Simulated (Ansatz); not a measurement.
**C3H8AlFO: a ladder of functionals and wavefunction methods**

Aim: compute C3H8AlFO with functionals from several rungs and with coupled cluster, and see how far each lands from CCSD(T) at the basis-set limit for the atomisation energy.

The runs use Ansatz 0.2.0, Gaussian basis; functionals in def2-TZVPP, the program's frozen cores in correlated methods.

Plan: LDA (SPW92), PBE-D4, revPBE-D4, BLYP-D4, r2SCAN-D4, B97M-V, PBE0-D4, B3LYP-D4, r2SCANh-D4, r2SCAN0-D4, HSE06-D4, BHLYP-D4, CAM-B3LYP-D4, LC-ωPBE, ωB97X-V, ωB97M-V, B2PLYP, PBE-QIDH; CCSD(T)/def2-SVP; CCSD(T)/def2-TZVPP; MP2/def2-QZVPP; extrapolation to the limit; RPA on PBE.

## Step 1: The geometry

The geometry comes from an earlier relaxation with PBE0-D4 in a triple-zeta def2 set; it is a stationary point, not always the lowest conformer.

SMILES `CC(C)[O][AlH][F]`, 14 atoms, charge 0, spin multiplicity 1.

Atoms are counted from 1 here; the program's logs count them from 0.

Bond lengths: C1–C2 1.517 Å, C1–H7 1.093 Å, C1–H8 1.093 Å, C1–H9 1.094 Å, C2–C3 1.515 Å, C2–O4 1.410 Å, C2–H10 1.099 Å, C3–H11 1.093 Å, C3–H12 1.091 Å, C3–H13 1.093 Å, O4–Al5 1.670 Å, Al5–F6 1.650 Å, Al5–H14 1.563 Å. Angles: C2–C1–H7 111.0°, C2–C1–H8 110.8°, C2–C1–H9 110.1°, H7–C1–H8 108.1°, H7–C1–H9 108.6°, H8–C1–H9 108.1°, C1–C2–C3 112.1°, C1–C2–O4 111.0°, C1–C2–H10 108.5°, C3–C2–O4 108.5°, C3–C2–H10 108.5°, O4–C2–H10 108.1°, C2–C3–H11 110.8°, C2–C3–H12 110.5°, C2–C3–H13 110.2°, H11–C3–H12 108.6°, H11–C3–H13 108.5°, H12–C3–H13 108.3° and more.

## Step 2: LDA

This LDA is Slater exchange with PW92 correlation.

File in.yaml:

```yaml
crystal:
  periodic: [false, false, false]
  atoms:
    - {symbol: C, position_ang: [-0.331760, 0.274749, -1.316952]}
    - {symbol: C, position_ang: [-0.516936, -0.250748, 0.093720]}
    - {symbol: C, position_ang: [-0.444169, -1.762496, 0.153972]}
    - {symbol: O, position_ang: [0.458413, 0.280112, 0.962570]}
    - {symbol: Al, position_ang: [1.240597, 1.716064, 1.300827]}
    - {symbol: F, position_ang: [0.844860, 3.105452, 0.502885]}
    - {symbol: H, position_ang: [-0.387646, 1.365760, -1.338292]}
    - {symbol: H, position_ang: [-1.103708, -0.118658, -1.982606]}
    - {symbol: H, position_ang: [0.642793, -0.032635, -1.708074]}
    - {symbol: H, position_ang: [-1.504782, 0.065588, 0.456759]}
    - {symbol: H, position_ang: [-1.225515, -2.213309, -0.462456]}
    - {symbol: H, position_ang: [-0.568051, -2.109768, 1.181048]}
    - {symbol: H, position_ang: [0.527051, -2.108009, -0.209986]}
    - {symbol: H, position_ang: [2.355853, 1.758695, 2.395584]}
basis:
  gaussian: {orbitals: def2-TZVPP}
hamiltonian: {xc: lda}
output: {orbitals: {seedname: orbitals}}
```

Command:

```console
ansatz run in.yaml --threads 2 --pin off --events-out ev --progress --plain --max-ram 32768MiB --backend cuda --devices 0, --max-vram 18GiB
```

After this run come: PBE-D4 (GGA); revPBE-D4 (GGA); BLYP-D4 (GGA); r2SCAN-D4 (meta-GGA); B97M-V (meta-GGA); B3LYP-D4 (hybrid); r2SCANh-D4 (hybrid); r2SCAN0-D4 (hybrid); HSE06-D4 (hybrid); BHLYP-D4 (hybrid); CAM-B3LYP-D4 (range-separated); LC-ωPBE (range-separated); ωB97X-V (range-separated); ωB97M-V (range-separated); B2PLYP (double hybrid); PBE-QIDH (double hybrid); CCSD(T) in def2-SVP; CCSD(T) in def2-TZVPP; MP2 in def2-QZVPP; RPA on PBE orbitals.

Q: Predict the results of all the runs planned. Wanted: atomisation energy, CCSD(T)/CBS; farthest beyond LDA; mean size of error, GGA; mean size of error, meta-GGA; mean size of error, hybrid; mean size of error, range-separated; mean size of error, double hybrid; gap, smallest and largest; T1 diagnostic.

As calculated:

| quantity | value |
| --- | --- |
| atomisation energy, CCSD(T)/CBS | 5510.6 kJ/mol |
| functionals within 27.6 kJ/mol (0.5 %) | r2SCAN-D4, B97M-V, PBE0-D4, B3LYP-D4, HSE06-D4, CAM-B3LYP-D4, LC-ωPBE, ωB97X-V, ωB97M-V |
| farthest beyond LDA | BHLYP-D4 (-163.8 kJ/mol) |
| mean size of error, GGA | 55.6 kJ/mol |
| mean size of error, meta-GGA | 1.8 kJ/mol |
| mean size of error, hybrid | 56.7 kJ/mol |
| mean size of error, range-separated | 11.1 kJ/mol |
| mean size of error, double hybrid | 54.4 kJ/mol |
| gap, smallest and largest | 5.56 eV (LDA (SPW92)), 12.69 eV (LC-ωPBE) |
| T1 diagnostic | 0.0118 |
| triples share of the correlation energy | 3.4 % |

LDA overbinds by 724.2 kJ/mol (13 %). PBE-D4 is off by +60.7 kJ/mol. Double hybrids carry the basis error of their MP2 part in triple zeta, and no dispersion term here, so their miss is partly the set-up's. The rungs meta-GGA, range-separated miss on average by less than the doubt on the reference (27.6 kJ/mol), so they tie. Misses under about 27.6 kJ/mol are within the doubt on the reference itself, which lacks core-valence correlation, relativity and higher excitations. Hartree-Fock recovers 75 % of the binding; the rest is correlation. CCSD(T) in def2-SVP is off by -253.4 kJ/mol, worse than the median functional, from the basis alone. The gap grows from 5.6 to 12.7 eV across the functionals, mostly with the share of exact exchange.
